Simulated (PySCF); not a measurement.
# InSi (quartet): changing the method

Aim: see what other levels and later steps give for InSi (quartet).

Method: each script names its method and basis; program: PySCF 2.14.0.

2 further runs of the same task are left out: 1 for a known fault of the program, 1 that didn't finish.

## Step 1: The system as given

InSi (quartet): 2 atoms, charge 0, spin multiplicity 4.

Bond lengths: In1–Si2 2.505 Å.

## Step 2: The base run

input.py

```python
from pyscf import gto, dft

mol = gto.M(
    atom='In 0 0 0; Si 0 0 2.505',
    basis='def2-svpd',
    ecp={'In': 'def2-svpd'},
    charge=0,
    spin=3,
    verbose=3,
)
mf = dft.UKS(mol, xc='mn15')
mf.kernel()
mf.mulliken_pop()
mf.dip_moment()
print('orbital energies (hartree):', [e[max(0, n-3):n+3].round(4) for e, n in zip(mf.mo_energy, mol.nelec)])
```

Run with:

```console
> python input.py
```

## Step 3: MP2 (UHF)

Variant 1 changes step after the SCF: analyze → mp2; SCF type: UKS → UHF; functional: mn15 → none (Hartree–Fock).

input.py, as its differences from that of step 2:

```diff
@@ -1,2 +1,2 @@
-from pyscf import gto, dft
+from pyscf import gto, scf, mp
 
@@ -10,5 +10,5 @@
 )
-mf = dft.UKS(mol, xc='mn15')
+mf = scf.UHF(mol)
 mf.kernel()
-mf.mulliken_pop()
+mp.MP2(mf).kernel()
 mf.dip_moment()
```

## Step 4: Lc_wpbe

Variant 2 changes functional: mn15 → lc_wpbe.

input.py, as its differences from that of step 2:

```diff
@@ -10,3 +10,3 @@
 )
-mf = dft.UKS(mol, xc='mn15')
+mf = dft.UKS(mol, xc='lc_wpbe')
 mf.kernel()
```

## Step 5: Gradient

Variant 3 changes step after the SCF: analyze → gradient.

input.py, as its differences from that of step 2:

```diff
@@ -12,3 +12,5 @@
 mf.kernel()
-mf.mulliken_pop()
+g = mf.nuc_grad_method()
+g.grid_response = True
+g.kernel()
 mf.dip_moment()
```

## Step 6: X3lyp

Variant 4 changes functional: mn15 → x3lyp.

input.py, as its differences from that of step 2:

```diff
@@ -10,3 +10,3 @@
 )
-mf = dft.UKS(mol, xc='mn15')
+mf = dft.UKS(mol, xc='x3lyp')
 mf.kernel()
```

## Step 7: Bhandhlyp

Variant 5 changes functional: mn15 → bhandhlyp.

input.py, as its differences from that of step 2:

```diff
@@ -10,3 +10,3 @@
 )
-mf = dft.UKS(mol, xc='mn15')
+mf = dft.UKS(mol, xc='bhandhlyp')
 mf.kernel()
```

What does the calculation give? Wanted: for each run, E(SCF); from base; SCF dipole; after the SCF.

As calculated:

```
      run  E(SCF) (hartree)  from base (eV)  SCF dipole (D)              after the SCF
     base       -478.918593               0            1.22                        n/a
MP2 (UHF)       -478.009347  not comparable            2.03  MP2 correlation -4.105 eV
  lc_wpbe       -479.373746  not comparable            2.09                        n/a
 gradient       -478.918593          0.0000            1.22                        n/a
    x3lyp       -479.450981  not comparable            1.56                        n/a
bhandhlyp       -479.386316  not comparable            1.77                        n/a
```

**Reading.** A lower total energy from another functional means nothing by itself.
